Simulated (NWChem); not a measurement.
**wB97X/6-31G(d,p) (spherical functions) run of C4H8O (butyraldehyde)**

Aim: the electronic atomisation energy of C4H8O (butyraldehyde) at wB97X/6-31G** (spherical functions), from 4 runs. 

The results are computed with NWChem 7.3.0.

## Step 1: The system as given

The species is C4H8O (13 atoms), meant as a singlet with charge 0. As SMILES, `CCCC=O`. The shape is that of a PBE0-D4/def2-TZVP optimisation. This is one conformer, not always the lowest.

Bond lengths: C1–C2 1.520 Å, C2–C3 1.518 Å, C3–C4 1.499 Å, C4–O5 1.201 Å, C1–H6 1.092 Å, C1–H7 1.094 Å, C1–H8 1.091 Å, C2–H9 1.094 Å, C2–H10 1.094 Å, C3–H11 1.099 Å, C3–H12 1.099 Å, C4–H13 1.113 Å. Some angles: C1–C2–C3 113.0°, C2–C3–C4 115.1°, C3–C4–O5 125.2°, C1–C2–H9 109.7°, C1–C2–H10 109.6°, C3–C2–H9 108.7°, C3–C2–H10 108.7°, C2–C1–H6 111.1°, C2–C1–H7 111.1°, C2–C1–H8 111.1°.

## Step 2: A single-point energy at wB97X/6-31G(d,p) (spherical functions) (run 1)

Input file c4h8o.nw:

```
start c4h8o
title "C4H8O"
memory stack 880 mb heap 220 mb global 1100 mb

geometry noautosym nocenter noautoz
C     -1.358800     0.247600     0.768800
C      0.157400     0.343500     0.817500
C      0.841700    -0.545800    -0.204400
C      0.730100    -0.083300    -1.626300
O      0.239700     0.954200    -1.979300
H     -1.817000     0.888100     1.525300
H     -1.694400    -0.776900     0.955600
H     -1.740200     0.557700    -0.205500
H      0.513100     0.070500     1.815300
H      0.465500     1.378500     0.645000
H      0.464500    -1.576800    -0.164500
H      1.919000    -0.637400    -0.005700
H      1.164600    -0.781200    -2.376600
end

basis "ao basis" spherical bse
* library 6-31G**
end

dft
xc wb97x
mult 1
grid fine
convergence energy 1e-08
maxiter 100
mulliken
noprint "final vectors analysis"
end

task dft energy
```

Started as:

```sh
$ nwchem c4h8o.nw > c4h8o.out
```

The program printed:

```text
[...]
          Wavefunction type:  closed shell.
          No. of atoms     :    13
          No. of electrons :    40
[...]
          Charge           :     0
          Spin multiplicity:     1
[...]
          AO basis - number of functions:   110
[...]
              XC Information
              --------------
                       wb97x  Method XC Functional
                     Hartree-Fock (Exact) Exchange  1.000
                         wb97x Exchange Functional  1.000
                      wb97x Correlation Functional  1.000
[...]
 d= 0,ls=0.0,diis     1   -232.2898100660 -4.09D+02  1.11D-02  9.18D-01     9.1
[...]
 d= 0,ls=0.0,diis    11   -232.4042208191 -2.10D-09  1.18D-07  9.41D-11   105.3
         Total DFT energy =     -232.404220819120
      One electron energy =     -663.193222904434
           Coulomb energy =      287.595109972016
    Exchange-Corr. energy =      -33.248189043881
 Nuclear repulsion energy =      176.442081157179
[...]
      Total Density - Mulliken Population Analysis
     ---------------------------------------------
    Atom       Charge   Shell Charges
 -----------   ------   -------------------------------------------------------
    1 C    6     6.34   2.00  0.64  2.11  0.59  0.97  0.03
    2 C    6     6.19   2.00  0.64  2.10  0.56  0.86  0.04
    3 C    6     6.29   2.00  0.65  2.12  0.58  0.92  0.04
    4 C    6     5.73   2.00  0.70  1.94  0.45  0.56  0.09
    5 O    8     8.36   2.00  0.92  2.86  0.92  1.63  0.03
    6 H    1     0.88   0.53  0.35  0.01
    7 H    1     0.90   0.53  0.36  0.01
    8 H    1     0.87   0.52  0.33  0.01
    9 H    1     0.89   0.53  0.35  0.01
   10 H    1     0.87   0.53  0.34  0.01
[...]
```

Wall time 1.8 min (1 thread of AMD EPYC 7R43 (Zen 3), shared host); peak memory 0.11 GiB.

## Step 3: The C atom, same level (run 2)

Input file c.xyz:

```xyz
1
C
C      0.000000     0.000000     0.000000
```

Input file c.nw:

```
START c
TITLE "C"
memory total 2200 mb
charge 0

GEOMETRY noautosym nocenter noautoz
  load format xyz c.xyz
END

BASIS "ao basis" spherical bse
  C library 6-31G**
END

DFT
  xc wb97x
  mult 3
  grid fine
  convergence energy 1e-08
  maxiter 100
  mulliken
  noprint "final vectors analysis"
END

TASK dft energy
```

Run the same way, it converges to -37.83308 Eh (log not shown).

Run 3 isn't shown in full; the table further down has it.

## Step 4: The O atom at the same level (run 4)

Input file o.nw:

```
START o
TITLE "O"
memory total 2200 mb
charge 0

GEOMETRY units angstrom noautosym nocenter noautoz
  O     0.000000    0.000000    0.000000
END

BASIS spherical bse
  * library 6-31G**
END

DFT
  xc wb97x
  mult 3
  grid fine
  convergence energy 1e-08
  maxiter 100
  mulliken
  noprint "final vectors analysis"
END

TASK dft energy
```

Run the same way, it converges to -75.04146 Eh (log not shown).

## Step 5: The series

```csv
run,level,partner,energy (Eh),wall time
1,wB97X/6-31G** (spherical functions),base,-232.404221,1.8 min
2,U-wB97X/6-31G** (spherical functions),atoms,-37.833078,1.1 s
3,U-wB97X/6-31G** (spherical functions),atoms,-0.499321,0.78 s
4,U-wB97X/6-31G** (spherical functions),atoms,-75.041460,1.1 s
```

## Step 6: Outcome

At wB97X/6-31G** (spherical functions):

```
                     quantity         value
         O atom: total energy  -75.04146 Eh
                 O atom: ⟨S²⟩         2.003
electronic atomisation energy     55.399 eV
```

In words: Taking the molecule apart into free atoms costs 55.40 eV (1278 kcal/mol), before zero-point energy and without spin-orbit coupling. All runs together took 1.8 min, the longest 1.8 min.
